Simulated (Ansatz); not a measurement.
# CH5Al + H2: a complex and its separated parts, part 1 of 2

The complex below is one end of an elementary step. How strongly is it bound against its free parts?

Program: Ansatz 0.2.0, Gaussian basis. Level of theory: PBE0-D4/def2-TZVP structures, single points in def2-TZVPP, no counterpoise correction. These are calculated values, not measurements.

Levels: SPW92, PBE-D4, BLYP-D4, r2SCAN-D4, B97M-V, PBE0-D4, B3LYP-D4, r2SCAN0-D4, BHLYP-D4, CAM-B3LYP-D4, wB97X-V, wB97M-V, B2PLYP, PBE-QIDH, RPA on PBE, Hartree-Fock, MP2, CCSD, CCSD(T).

Cores are frozen in the correlated methods. B3LYP uses VWN-RPA correlation. B2PLYP carries no dispersion term here.

78 further runs of the same task are left out: 78 set aside as unsound or not needed.

## (1) The starting structure

The complex: 9 atoms, charge 0, spin multiplicity 1.

Atoms are counted from 1 here; the program's logs count them from 0.

Bond lengths: Al1–C2 1.958 Å, Al1–H3 1.591 Å, Al1–H4 1.591 Å, C2–H7 1.093 Å, C2–H8 1.093 Å, C2–H9 1.096 Å, H5–H6 0.756 Å. Angles: C2–Al1–H3 120.4°, C2–Al1–H4 120.4°, H3–Al1–H4 118.5°, Al1–C2–H7 112.9°, Al1–C2–H8 112.9°, Al1–C2–H9 109.0°, H7–C2–H8 108.5°, H7–C2–H9 106.6°, H8–C2–H9 106.6°.

As a file:

```xyz
9
CH7Al
Al   -0.5355   -0.1918   -0.7192
C     0.4808   -0.7787    0.8478
H     0.1263   -0.2200   -2.1657
H    -2.0928    0.1121   -0.6022
H     0.1872    1.8291   -0.1218
H    -0.2126    2.0246   -0.7331
H     0.1096   -0.3466    1.7810
H     1.5492   -0.5620    0.7667
H     0.3876   -1.8667    0.9466
```

Its parts: CH5Al holds atoms 1, 2, 3, 4, 7, 8, 9; H2 holds atoms 5, 6. Each part counts its atoms afresh in its own runs.

## (2) Relaxing CH5Al alone

Input file relax-a/in.yaml:

```yaml
crystal:
  periodic: [false, false, false]
  atoms:
    - {symbol: Al, position_ang: [-0.535490, -0.191802, -0.719187]}
    - {symbol: C, position_ang: [0.480760, -0.778712, 0.847836]}
    - {symbol: H, position_ang: [0.126304, -0.219952, -2.165733]}
    - {symbol: H, position_ang: [-2.092787, 0.112150, -0.602223]}
    - {symbol: H, position_ang: [0.109626, -0.346611, 1.780984]}
    - {symbol: H, position_ang: [1.549245, -0.561983, 0.766667]}
    - {symbol: H, position_ang: [0.387560, -1.866695, 0.946575]}
basis:
  gaussian: {orbitals: def2-TZVP}
hamiltonian: {xc: pbe0, dispersion: d4}
relax: {f_tol: 0.005, max_steps: 200}
```

The run is started by

```
$ ansatz run in.yaml --threads 2 --pin off --events-out ev --progress --plain --max-ram 4352MiB
```

Output, cut to the lines that bear on the results:

```text
Functional definition: PBE0
  name "PBE0"
  cite "Adamo & Barone, J. Chem. Phys. 110, 6158 (1999) doi:10.1063/1.478522"
  cite "Perdew, Burke & Ernzerhof, Phys. Rev. Lett. 77, 3865 (1996) doi:10.1103/PhysRevLett.77.3865"
  parent pbe
[...]
679 factors; their error is unknown
[...]
mean field -7711.00343908 eV, -283.3741496803 hartree, gradient 3.2e-5 eV, S^2 0.000000; 0 other end points of the search recorded, 0 dependent functions left out
[...]
reference -7711.00347033 eV, -283.3741508287 hartree; 12, 12 occupied and 86, 86 virtual orbitals, 679 factors
[...]
Total energy: -7711.07866639 eV, -283.3769142332 hartree
Atom 0 at    -0.546114    -0.241376    -0.723737 Å, force    -0.000487     0.000089    -0.000722 eV/Å
Atom 1 at     0.477007    -0.787222     0.844312 Å, force    -0.001081    -0.000094    -0.001513 eV/Å
Atom 2 at     0.135570    -0.195149    -2.159926 Å, force    -0.000099    -0.000033     0.000678 eV/Å
Atom 3 at    -2.085451     0.137238    -0.595056 Å, force     0.000649    -0.000144     0.000150 eV/Å
Atom 4 at     0.100438    -0.338468     1.767098 Å, force    -0.000431     0.000865     0.001419 eV/Å
Atom 5 at     1.540883    -0.553972     0.752213 Å, force     0.001622     0.000558    -0.000029 eV/Å
Atom 6 at     0.402885    -1.874657     0.970015 Å, force    -0.000173    -0.001241     0.000018 eV/Å
Dipole moment:     0.083693    -0.042443     0.127802 e Å
```

Wall time 6 s (2 threads of Arm Neoverse V1, shared host).

The steps of the relaxation:

```
step  energy from step 1 (eV)  largest force component (eV/Å)
   1                   0.0000                          0.3309
   2                  -0.0077                          0.1411
   3                  -0.0099                          0.0287
   4                  -0.0100                          0.0137
   5                  -0.0101                          0.0016
```

Close pairs (by a distance rule), those that changed most:

```csv
bond,before (Å),after (Å),change (Å)
Al1–C2,1.958,1.950,-0.007
C2–H7,1.096,1.097,+0.001
Al1–H3,1.591,1.590,-0.001
Al1–H4,1.591,1.590,-0.001
C2–H6,1.093,1.093,-0.000
C2–H5,1.093,1.093,-0.000
```

## (3) Relaxing H2 alone

Input file relax-b/in.yaml:

```yaml
crystal:
  periodic: [false, false, false]
  atoms:
    - {symbol: H, position_ang: [0.187241, 1.829129, -0.121838]}
    - {symbol: H, position_ang: [-0.212559, 2.024576, -0.733082]}
basis:
  gaussian: {orbitals: def2-TZVP}
hamiltonian: {xc: pbe0, dispersion: d4}
relax: {f_tol: 0.005, max_steps: 200}
```

The run is started by

```
$ ansatz run in.yaml --threads 2 --pin off --events-out ev --progress --plain --max-ram 4352MiB
```

Output, cut to the lines that bear on the results:

```text
[... 5 set-up lines as earlier in the session ...]
[...]
88 factors; their error is unknown
[...]
mean field -31.78689304 eV, -1.1681467731 hartree, gradient 1.6e-5 eV, S^2 0.000000; 0 other end points of the search recorded, 0 dependent functions left out
[...]
reference -31.78866856 eV, -1.1682120225 hartree; 1, 1 occupied and 11, 11 virtual orbitals, 88 factors
Total energy: -31.79027512 eV, -1.1682710623 hartree
Atom 0 at     0.184620     1.830410    -0.125846 Å, force    -0.000948     0.000463    -0.001449 eV/Å
Atom 1 at    -0.209938     2.023295    -0.729074 Å, force     0.000948    -0.000463     0.001449 eV/Å
Dipole moment:    -0.000000     0.000000    -0.000000 e Å
```

Run time: 0.15 s. Hardware: 2 threads of Arm Neoverse V1, shared host.

Step by step:

| step | energy from step 1 (eV) | largest force component (eV/Å) |
| --- | --- | --- |
| 1 | 0.0000 | 0.2819 |
| 2 | -0.0018 | 0.0014 |

The bond:

```csv
bond,before (Å),after (Å),change (Å)
H1–H2,0.756,0.746,-0.010
```

## (4) SPW92/def2-TZVPP

Input file parta/in.yaml:

```yaml
crystal:
  periodic: [false, false, false]
  atoms:
    - {symbol: Al, position_ang: [-0.546114, -0.241376, -0.723737]}
    - {symbol: C, position_ang: [0.477007, -0.787222, 0.844312]}
    - {symbol: H, position_ang: [0.135570, -0.195149, -2.159926]}
    - {symbol: H, position_ang: [-2.085451, 0.137238, -0.595056]}
    - {symbol: H, position_ang: [0.100438, -0.338468, 1.767098]}
    - {symbol: H, position_ang: [1.540883, -0.553972, 0.752213]}
    - {symbol: H, position_ang: [0.402885, -1.874657, 0.970015]}
basis:
  gaussian: {orbitals: def2-TZVPP}
hamiltonian: {xc: lda}
```

Input file partb/in.yaml:

```yaml
crystal:
  periodic: [false, false, false]
  atoms:
    - {symbol: H, position_ang: [0.184620, 1.830410, -0.125846]}
    - {symbol: H, position_ang: [-0.209938, 2.023295, -0.729074]}
basis:
  gaussian: {orbitals: def2-TZVPP}
hamiltonian: {xc: lda}
```

The same command starts each run, in its folder.

The run is started by

```
$ ansatz run in.yaml --threads 2 --pin off --events-out ev --progress --plain --max-ram 4352MiB
```

Log of parta, cut to the lines that bear on the results:

```text
Functional definition: SPW92
  name "SPW92"
  cite "Dirac, Proc. Camb. Phil. Soc. 26, 376 (1930) doi:10.1017/S0305004100016108"
  cite "Slater, Phys. Rev. 81, 385 (1951) doi:10.1103/PhysRev.81.385"
  cite "Perdew & Wang, Phys. Rev. B 45, 13244 (1992) doi:10.1103/PhysRevB.45.13244"
[...]
744 factors; their error is unknown
[...]
mean field -7675.57141916 eV, -282.0720469648 hartree, gradient 2.9e-5 eV, S^2 0.000000; 0 other end points of the search recorded, 0 dependent functions left out
reference -7675.57145877 eV, -282.0720484208 hartree; 12, 12 occupied and 131, 131 virtual orbitals, 744 factors
Total energy: -7675.57145877 eV, -282.0720484208 hartree
```

Log of partb, cut to the lines that bear on the results:

```text
[... 5 set-up lines as earlier in the session ...]
[...]
118 factors; their error is unknown
[...]
mean field -30.93529817 eV, -1.1368512392 hartree, gradient 4.4e-5 eV, S^2 0.000000; 0 other end points of the search recorded, 0 dependent functions left out
reference -30.93531885 eV, -1.1368519991 hartree; 1, 1 occupied and 27, 27 virtual orbitals, 118 factors
Total energy: -30.93531885 eV, -1.1368519991 hartree
```

Wall times: 0.6 s (parta), 0.1 s (partb) on 2 threads of Arm Neoverse V1, shared host.

## (5) PBE-D4/def2-TZVPP

The same edit goes into each in.yaml of step 4 (parta, partb):

```diff
-hamiltonian: {xc: lda}
+hamiltonian: {xc: pbe, dispersion: d4}
```

Each run has its own folder and the same command.

The run is started by

```
$ ansatz run in.yaml --threads 2 --pin off --events-out ev --progress --plain --max-ram 4352MiB
```

Log of parta, cut to the lines that bear on the results:

```text
Functional definition: PBE
  name "PBE"
[... 2 set-up lines as earlier in the session ...]
[...]
744 factors; their error is unknown
[...]
mean field -7710.08697742 eV, -283.3404703354 hartree, gradient 6.9e-5 eV, S^2 0.000000; 0 other end points of the search recorded, 0 dependent functions left out
reference -7710.08702005 eV, -283.3404719022 hartree; 12, 12 occupied and 131, 131 virtual orbitals, 744 factors
Total energy: -7710.16531769 eV, -283.3433492873 hartree
```

partb printed, cut to the lines that bear on the results:

```text
[... 4 set-up lines as earlier in the session ...]
[...]
118 factors; their error is unknown
[...]
mean field -31.73222251 eV, -1.1661376683 hartree, gradient 3.1e-5 eV, S^2 0.000000; 0 other end points of the search recorded, 0 dependent functions left out
reference -31.73224418 eV, -1.1661384649 hartree; 1, 1 occupied and 27, 27 virtual orbitals, 118 factors
Total energy: -31.73426341 eV, -1.1662126700 hartree
```

Times: 1 s (parta), 0.1 s (partb) on 2 threads of Arm Neoverse V1, shared host.

## (6) BLYP-D4/def2-TZVPP

Each input of step 5 (parta, partb) changes in the same lines:

```diff
-hamiltonian: {xc: pbe, dispersion: d4}
+hamiltonian: {xc: {name: BLYP}, dispersion: d4}
```

The same command starts each run, in its folder.

The run is started by

```
$ ansatz run in.yaml --threads 2 --pin off --events-out ev --progress --plain --max-ram 4352MiB
```

Log of parta, cut to the lines that bear on the results:

```text
Functional definition: BLYP
  name "BLYP"
  cite "Becke, Phys. Rev. A 38, 3098 (1988) doi:10.1103/PhysRevA.38.3098"
  cite "Lee, Yang & Parr, Phys. Rev. B 37, 785 (1988) doi:10.1103/PhysRevB.37.785"
[...]
744 factors; their error is unknown
[...]
mean field -7714.99182190 eV, -283.5207200457 hartree, gradient 1.3e-5 eV, S^2 0.000000; 0 other end points of the search recorded, 0 dependent functions left out
reference -7714.99216738 eV, -283.5207327416 hartree; 12, 12 occupied and 131, 131 virtual orbitals, 744 factors
Total energy: -7715.16743629 eV, -283.5271737553 hartree
```

Log of partb, cut to the lines that bear on the results:

```text
[... 4 set-up lines as earlier in the session ...]
[...]
118 factors; their error is unknown
[...]
mean field -31.82604664 eV, -1.1695856415 hartree, gradient 8.3e-5 eV, S^2 0.000000; 0 other end points of the search recorded, 0 dependent functions left out
reference -31.82623906 eV, -1.1695927130 hartree; 1, 1 occupied and 27, 27 virtual orbitals, 118 factors
Total energy: -31.83113696 eV, -1.1697727075 hartree
```

Times: 1.1 s (parta), 0.1 s (partb) on 2 threads of Arm Neoverse V1, shared host.

## (7) r2SCAN-D4/def2-TZVPP

Each input of step 6 (parta, partb) changes in the same lines:

```diff
-hamiltonian: {xc: {name: BLYP}, dispersion: d4}
+hamiltonian: {xc: r2scan, dispersion: d4}
```

Each run has its own folder and the same command.

The run is started by

```
$ ansatz run in.yaml --threads 2 --pin off --events-out ev --progress --plain --max-ram 4352MiB
```

Log of parta, cut to the lines that bear on the results:

```text
Functional definition: r2SCAN
  name "r2SCAN"
  cite "Furness, Kaplan, Ning, Perdew & Sun, J. Phys. Chem. Lett. 11, 8208 (2020) doi:10.1021/acs.jpclett.0c02405"
  cite "Furness, Kaplan, Ning, Perdew & Sun, J. Phys. Chem. Lett. 11, 9248 (2020) doi:10.1021/acs.jpclett.0c03077"
  parent r2scan
[...]
744 factors; their error is unknown
[...]
mean field -7714.13971974 eV, -283.4894058689 hartree, gradient 5.6e-5 eV, S^2 0.000000; 0 other end points of the search recorded, 0 dependent functions left out
reference -7714.13973237 eV, -283.4894063328 hartree; 12, 12 occupied and 131, 131 virtual orbitals, 744 factors
Total energy: -7714.15803954 eV, -283.4900791090 hartree
```

Output in partb, cut to the lines that bear on the results:

```text
[... 5 set-up lines as earlier in the session ...]
[...]
118 factors; their error is unknown
[...]
mean field -31.87204952 eV, -1.1712762163 hartree, gradient 4.1e-5 eV, S^2 0.000000; 0 other end points of the search recorded, 0 dependent functions left out
reference -31.87205614 eV, -1.1712764595 hartree; 1, 1 occupied and 27, 27 virtual orbitals, 118 factors
Total energy: -31.87255752 eV, -1.1712948850 hartree
```

Wall times: 2 s (parta), 0.35 s (partb) on 2 threads of Arm Neoverse V1, shared host.

## (8) B97M-V/def2-TZVPP

The same edit goes into each in.yaml of step 7 (parta, partb):

```diff
-hamiltonian: {xc: r2scan, dispersion: d4}
+hamiltonian: {xc: {name: B97M-V}}
```

One command serves all of them, each in its own folder.

The run is started by

```
$ ansatz run in.yaml --threads 2 --pin off --events-out ev --progress --plain --max-ram 4352MiB
```

Output in parta, cut to the lines that bear on the results:

```text
Functional definition: B97M-V
  name "B97M-V"
  cite "Mardirossian & Head-Gordon, J. Chem. Phys. 142, 074111 (2015) doi:10.1063/1.4907719"
  cite "Becke, J. Chem. Phys. 107, 8554 (1997) doi:10.1063/1.475007"
  cite "Vydrov & Van Voorhis, J. Chem. Phys. 133, 244103 (2010) doi:10.1063/1.3521275"
  # Of w^i u^j: cxij and so on, Table III.
[...]
  gx(w, u) = cx00 + cx01*u + cx02*u^2 + (cx10 + cx11*u)*w
[...]
  gos(w, u) = cos00 + cos01*u + cos03*u^3 + cos10*w + cos32*w^3*u^2
[...]
      + integral(e_c_pw_mod_opposite_spin*gos(b97_w_opposite, b97_u_opposite)) + vv10(b, c)
744 factors; their error is unknown
[...]
mean field -7714.32825619 eV, -283.4963344554 hartree, gradient 5.1e-5 eV, S^2 0.000000; 0 other end points of the search recorded, 0 dependent functions left out
reference -7714.32831780 eV, -283.4963367197 hartree; 12, 12 occupied and 131, 131 virtual orbitals, 744 factors
Total energy: -7714.32831780 eV, -283.4963367197 hartree
```

Output in partb, cut to the lines that bear on the results:

```text
[... 5 set-up lines as earlier in the session ...]
  # Of w^i u^j: cxij and so on, Table III.
[...]
  gx(w, u) = cx00 + cx01*u + cx02*u^2 + (cx10 + cx11*u)*w
  gss(w, u) = css00 + css02*u^2 + css10*w + (css32*w^3 + css42*w^4)*u^2
  gos(w, u) = cos00 + cos01*u + cos03*u^3 + cos10*w + cos32*w^3*u^2
[...]
      + integral(e_c_pw_mod_opposite_spin*gos(b97_w_opposite, b97_u_opposite)) + vv10(b, c)
118 factors; their error is unknown
[...]
mean field -31.90528923 eV, -1.1724977531 hartree, gradient 8.2e-6 eV, S^2 0.000000; 0 other end points of the search recorded, 0 dependent functions left out
reference -31.90531891 eV, -1.1724988439 hartree; 1, 1 occupied and 27, 27 virtual orbitals, 118 factors
Total energy: -31.90531891 eV, -1.1724988439 hartree
```

Times: 4.6 s (parta), 0.25 s (partb) on 2 threads of Arm Neoverse V1, shared host.

## (9) PBE0-D4/def2-TZVPP

Each input of step 8 (parta, partb) changes in the same lines:

```diff
-hamiltonian: {xc: {name: B97M-V}}
+hamiltonian: {xc: pbe0, dispersion: d4}
+output: {orbitals: {seedname: orbitals}}
```

Each run has its own folder and the same command.

The run is started by

```
$ ansatz run in.yaml --threads 2 --pin off --events-out ev --progress --plain --max-ram 4352MiB
```

Log of parta, cut to the lines that bear on the results:

```text
[... 5 set-up lines as earlier in the session ...]
[...]
775 factors; their error is unknown
[...]
mean field -7711.05289152 eV, -283.3759670241 hartree, gradient 3.3e-5 eV, S^2 0.000000; 0 other end points of the search recorded, 0 dependent functions left out
reference -7711.05292326 eV, -283.3759681903 hartree; 12, 12 occupied and 131, 131 virtual orbitals, 775 factors
Total energy: -7711.11810758 eV, -283.3783636701 hartree
```

Output in partb, cut to the lines that bear on the results:

```text
[... 5 set-up lines as earlier in the session ...]
[...]
118 factors; their error is unknown
[...]
mean field -31.79610745 eV, -1.1684853965 hartree, gradient 5.5e-5 eV, S^2 0.000000; 0 other end points of the search recorded, 0 dependent functions left out
reference -31.79612344 eV, -1.1684859842 hartree; 1, 1 occupied and 27, 27 virtual orbitals, 118 factors
Total energy: -31.79772999 eV, -1.1685450240 hartree
```

Wall times: 1.2 s (parta), 0.1 s (partb) on 2 threads of Arm Neoverse V1, shared host.

## (10) B3LYP-D4/def2-TZVPP

The same edit goes into each in.yaml of step 9 (parta, partb):

```diff
-hamiltonian: {xc: pbe0, dispersion: d4}
-output: {orbitals: {seedname: orbitals}}
+hamiltonian: {xc: {name: B3LYP}, dispersion: d4}
```

Each run has its own folder and the same command.

The run is started by

```
$ ansatz run in.yaml --threads 2 --pin off --events-out ev --progress --plain --max-ram 4352MiB
```

parta printed, cut to the lines that bear on the results:

```text
Functional definition: B3LYP
  name "B3LYP"
  cite "Stephens, Devlin, Chabalowski & Frisch, J. Phys. Chem. 98, 11623 (1994) doi:10.1021/j100096a001"
[... 2 set-up lines as earlier in the session ...]
  cite "Vosko, Wilk & Nusair, Can. J. Phys. 58, 1200 (1980) doi:10.1139/p80-159"
[...]
768 factors; their error is unknown
[...]
mean field -7716.61435381 eV, -283.5803469933 hartree, gradient 1.3e-5 eV, S^2 0.000000; 0 other end points of the search recorded, 0 dependent functions left out
reference -7716.61461082 eV, -283.5803564384 hartree; 12, 12 occupied and 131, 131 virtual orbitals, 768 factors
Total energy: -7716.74136808 eV, -283.5850146818 hartree
```

Log of partb, cut to the lines that bear on the results:

```text
[... 6 set-up lines as earlier in the session ...]
[...]
118 factors; their error is unknown
[...]
mean field -32.10922727 eV, -1.1799923378 hartree, gradient 4.6e-5 eV, S^2 0.000000; 0 other end points of the search recorded, 0 dependent functions left out
reference -32.10936937 eV, -1.1799975600 hartree; 1, 1 occupied and 27, 27 virtual orbitals, 118 factors
Total energy: -32.11252046 eV, -1.1801133604 hartree
```

Times: 1.3 s (parta), 0.1 s (partb) on 2 threads of Arm Neoverse V1, shared host.

## (11) r2SCAN0-D4/def2-TZVPP

The same edit goes into each in.yaml of step 10 (parta, partb):

```diff
-hamiltonian: {xc: {name: B3LYP}, dispersion: d4}
+hamiltonian: {xc: {name: r2SCAN0}, dispersion: d4}
```

One command serves all of them, each in its own folder.

The run is started by

```
$ ansatz run in.yaml --threads 2 --pin off --events-out ev --progress --plain --max-ram 4352MiB
```

parta printed, cut to the lines that bear on the results:

```text
Functional definition: r2SCAN0
  name "r2SCAN0"
  cite "Bursch, Neugebauer, Ehlert & Grimme, J. Chem. Phys. 156, 134105 (2022) doi:10.1063/5.0086040"
[... 3 set-up lines as earlier in the session ...]
[...]
775 factors; their error is unknown
[...]
mean field -7713.95513904 eV, -283.4826226530 hartree, gradient 2.4e-5 eV, S^2 0.000000; 0 other end points of the search recorded, 0 dependent functions left out
reference -7713.95514910 eV, -283.4826230227 hartree; 12, 12 occupied and 131, 131 virtual orbitals, 775 factors
Total energy: -7713.97661473 eV, -283.4834118703 hartree
```

Log of partb, cut to the lines that bear on the results:

```text
[... 6 set-up lines as earlier in the session ...]
[...]
118 factors; their error is unknown
[...]
mean field -31.85186785 eV, -1.1705345533 hartree, gradient 1.4e-5 eV, S^2 0.000000; 0 other end points of the search recorded, 0 dependent functions left out
reference -31.85187297 eV, -1.1705347417 hartree; 1, 1 occupied and 27, 27 virtual orbitals, 118 factors
Total energy: -31.85241435 eV, -1.1705546369 hartree
```

Times: 2.3 s (parta), 0.35 s (partb) on 2 threads of Arm Neoverse V1, shared host.

## (12) BHLYP-D4/def2-TZVPP

Each input of step 11 (parta, partb) changes in the same lines:

```diff
-hamiltonian: {xc: {name: r2SCAN0}, dispersion: d4}
+hamiltonian: {xc: {name: BHLYP}, dispersion: d4}
```

One command serves all of them, each in its own folder.

The run is started by

```
$ ansatz run in.yaml --threads 2 --pin off --events-out ev --progress --plain --max-ram 4352MiB
```

Output in parta, cut to the lines that bear on the results:

```text
Functional definition: BHLYP
  name "BHLYP"
  cite "Becke, J. Chem. Phys. 98, 1372 (1993) doi:10.1063/1.464304"
[... 2 set-up lines as earlier in the session ...]
[...]
821 factors; their error is unknown
[...]
mean field -7715.03888408 eV, -283.5224495488 hartree, gradient 5.4e-5 eV, S^2 0.000000; 0 other end points of the search recorded, 0 dependent functions left out
reference -7715.03905765 eV, -283.5224559273 hartree; 12, 12 occupied and 131, 131 virtual orbitals, 821 factors
Total energy: -7715.13489311 eV, -283.5259778154 hartree
```

partb printed, cut to the lines that bear on the results:

```text
[... 5 set-up lines as earlier in the session ...]
[...]
118 factors; their error is unknown
[...]
mean field -31.83805303 eV, -1.1700268681 hartree, gradient 5.6e-5 eV, S^2 0.000000; 0 other end points of the search recorded, 0 dependent functions left out
reference -31.83814859 eV, -1.1700303799 hartree; 1, 1 occupied and 27, 27 virtual orbitals, 118 factors
Total energy: -31.83989218 eV, -1.1700944558 hartree
```

They took 1.1 s (parta), 0.1 s (partb) on 2 threads of Arm Neoverse V1, shared host.

(Continued in part 2 of 2.)
